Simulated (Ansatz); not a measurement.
# ZnNi: the cost of one run

Program: Ansatz 0.2.0. Level of theory: DFT LDA, PAW, plane waves, scalar-relativistic. These are calculated values, not measurements.

### Step 1. The structure to begin with

The structure is tetragonal, space group P4/mmm (No. 123). The conventional cell has a = 2.754 Å, b = 2.754 Å, c = 3.214 Å, α = 90.00°, β = 90.00°, γ = 90.00°. Around Zn (site symmetry 4/mmm) lie 8 Ni at 2.52 Å and 4 Zn at 2.75 Å. Ni (site symmetry 4/mmm) is surrounded by 8 Zn at 2.52 Å and 4 Ni at 2.75 Å.

Coordinates:

```
Zn Ni
1.0
     2.75418    0.00000    0.00000
     0.00000    5.50836    0.00000
     0.00000    0.00000    3.21400
Zn Ni
2 2
Direct
  0.50000 0.25000 0.50000
  0.50000 0.75000 0.50000
  0.00000 0.00000 0.00000
  0.00000 0.50000 0.00000
```

In tables a label like Ni4 counts atoms in the order of input.yaml; a structure file may count by element.

The first starts: parallel moments, plain SCF; opposed moments +-, plain SCF; no spin polarisation; spin on, no moments given (the program may seed its own), plain SCF. Further starts follow from what these give.

A plain SCF has the search for lower states switched off and ends at the first converged state. 

The total moment includes the space between the atomic spheres.

### Step 2. Parallel moments, plain SCF

input.yaml

```yaml
crystal:
  lattice:
    - [2.75418091, 0.0, 0.0]
    - [0.0, 5.50836183, 0.0]
    - [0.0, 0.0, 3.214]
  atoms:
    - { symbol: Zn, position: [0.5, 0.25, 0.5] }
    - { symbol: Zn, position: [0.5, 0.75, 0.5] }
    - { symbol: Ni, position: [0.0, 0.0, 0.0], spin: 2.0 }
    - { symbol: Ni, position: [0.0, 0.5, 0.0], spin: 2.0 }
magnetization:
  spin_polarized: true
hamiltonian:
  xc: lda
  pseudopotentials: { kind: paw }
basis:
  ecutwfc: 420
kpoints:
  mp_grid: { grid: [10, 5, 9] }
scf:
  occupations: { method: fermi_dirac, width: 0.05 }
  lower_state_search: "off"
output:
  forces: true
  stress: true
```

What time and memory should one allow on 2 threads of an Arm CPU, shared host?

About 13 s, with a peak of 0.5 GiB.
